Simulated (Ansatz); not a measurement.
# K2NaCrF6: the cost of one run

Program: Ansatz 0.2.0. Level of theory: reference: DFT LDA, plane waves, PAW, scalar-relativistic, no spin polarisation. These are calculated values, not measurements.

1 further run of the same task is left out (set aside as unsound or not needed).

### 1 The system as given

It takes space group Fm-3m (No. 225, cubic). Conventional cell: a = 8.374 Å, b = 8.374 Å, c = 8.374 Å, α = 90.00°, β = 90.00°, γ = 90.00°. Cr (site symmetry m-3m) has 6 F at 1.92 Å as nearest neighbours. F (site symmetry 4mm) has 1 Cr at 1.92 Å and 1 Na at 2.27 Å as nearest neighbours. K (site symmetry -43m) has 12 F at 2.97 Å as nearest neighbours. Around Na (site symmetry m-3m) lie 6 F at 2.27 Å.

Coordinates:

```cif
data_structure
_symmetry_space_group_name_H-M 'Fm-3m'
_symmetry_Int_Tables_number 225
_cell_length_a 8.3743
_cell_length_b 8.3743
_cell_length_c 8.3743
_cell_angle_alpha 90.000
_cell_angle_beta 90.000
_cell_angle_gamma 90.000
_cell_volume 587.28
loop_
_atom_site_label
_atom_site_type_symbol
_atom_site_symmetry_multiplicity
_atom_site_Wyckoff_symbol
_atom_site_fract_x
_atom_site_fract_y
_atom_site_fract_z
_atom_site_occupancy
Cr1 Cr 4 a 0.00000 0.00000 0.00000 1
F1 F 24 e 0.22930 0.00000 0.00000 1
K1 K 8 c 0.25000 0.75000 0.75000 1
Na1 Na 4 b 0.50000 0.00000 0.00000 1
```

### 2 Reference

input.yaml

```yaml
crystal:
  lattice:
    - [0.0, 4.18714947, 4.18714947]
    - [4.18714947, 0.0, 4.18714947]
    - [4.18714947, 4.18714947, 0.0]
  atoms:
    - { symbol: Cr, position: [0.0, 0.0, 0.0] }
    - { symbol: F, position: [0.7707, 0.2293, 0.2293] }
    - { symbol: F, position: [0.2293, 0.7707, 0.2293] }
    - { symbol: F, position: [0.2293, 0.7707, 0.7707] }
    - { symbol: F, position: [0.7707, 0.2293, 0.7707] }
    - { symbol: F, position: [0.2293, 0.2293, 0.7707] }
    - { symbol: F, position: [0.7707, 0.7707, 0.2293] }
    - { symbol: K, position: [0.25, 0.25, 0.25] }
    - { symbol: K, position: [0.75, 0.75, 0.75] }
    - { symbol: Na, position: [0.5, 0.5, 0.5] }
  symmetry: { tolerance: 0.0003 }
kpoints:
  mp_grid: { grid: [4, 4, 4], shift: [0, 0, 0] }
magnetization:
  spin_polarized: false
scf:
  occupations: { method: methfessel_paxton, width: 0.1128 }
hamiltonian:
  pseudopotentials: { kind: paw }
  xc: lda
basis:
  ecutwfc: 420
output:
  forces: true
  stress: true
  eigenvalues: true
```

Started as:

```console
$ ansatz run input.yaml --threads 1 --pin off --max-ram 2560MiB --backend cpu --events-out ev --progress --plain --runs-dir out
```

**Question.** How long does this run take on 1 thread of Arm Neoverse V1, shared host, and how much memory does it need?

About 5 s, with a peak of 0.39 GiB.
